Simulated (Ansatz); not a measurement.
# Te4Pt3: the cost of one run

Program: Ansatz 0.2.0. Level of theory: DFT r2SCAN, scalar-relativistic, plane waves, PAW. These are calculated values, not measurements.

## 1. The structure to begin with

It takes space group R-3m (No. 166, trigonal). Conventional cell: a = 3.988 Å, b = 3.988 Å, c = 35.390 Å, α = 90.00°, β = 90.00°, γ = 120.00°. Te (site symmetry 3m) has 3 Pt at 2.64 Å as nearest neighbours. Te (site symmetry 3m) is surrounded by 3 Pt at 2.67 Å. Pt (site symmetry -3m) has 6 Te at 2.67 Å as nearest neighbours. Pt (site symmetry 3m) is surrounded by 3 Te at 2.64 Å and 3 Pt at 2.73 Å.

Structure file:

```xyz
7
Lattice="1.9940 1.1512 11.7967 -1.9940 1.1512 11.7967 0.0000 -2.3025 11.7967" Properties=species:S:1:pos:R:3 pbc="T T T"
Te    0.0000    0.0000   15.6778
Te    0.0000    0.0000   19.7122
Te    0.0000    0.0000   10.4401
Te    0.0000    0.0000   24.9500
Pt    0.0000    0.0000    0.0000
Pt    0.0000    0.0000    5.1669
Pt    0.0000    0.0000   30.2231
```

The structure comes from the Crystallography Open Database.

(A quick probe on a coarse mesh, which set the mesh and smearing, is not shown.)

## 3. A loose first relaxation

input.yaml

```yaml
crystal:
  lattice:
    - [1.994, 1.1512364368, 11.7966666667]
    - [-1.994, 1.1512364368, 11.7966666667]
    - [0.0, -2.3024728735, 11.7966666667]
  atoms:
    - { symbol: Te, position: [0.443, 0.443, 0.443] }
    - { symbol: Te, position: [0.557, 0.557, 0.557] }
    - { symbol: Te, position: [0.295, 0.295, 0.295] }
    - { symbol: Te, position: [0.705, 0.705, 0.705] }
    - { symbol: Pt, position: [0.0, 0.0, 0.0] }
    - { symbol: Pt, position: [0.146, 0.146, 0.146] }
    - { symbol: Pt, position: [0.854, 0.854, 0.854] }
basis:
  ecutwfc: 500
kpoints:
  mp_grid: { grid: [6, 6, 6] }
hamiltonian:
  xc: r2scan
scf:
  occupations: { method: gaussian, width: 0.1 }
output:
  forces: true
  stress: true
  eigenvalues: true
relax:
  adjacent_minimum: "off"
  f_tol: 0.05
  max_steps: 80
  cell: { stress_tol: 0.5 }
```

The run is started by

```
> ansatz run input.yaml --threads 2 --pin off --max-ram 5120MiB --backend cpu --events-out ev --progress --plain --runs-dir out
```

**Question.** How long does this run take on 2 threads of Intel Xeon Platinum 8375C at 2.90GHz (Ice Lake), shared host, and how much memory does it need?

About 1.7 min, with a peak of 1.1 GiB.
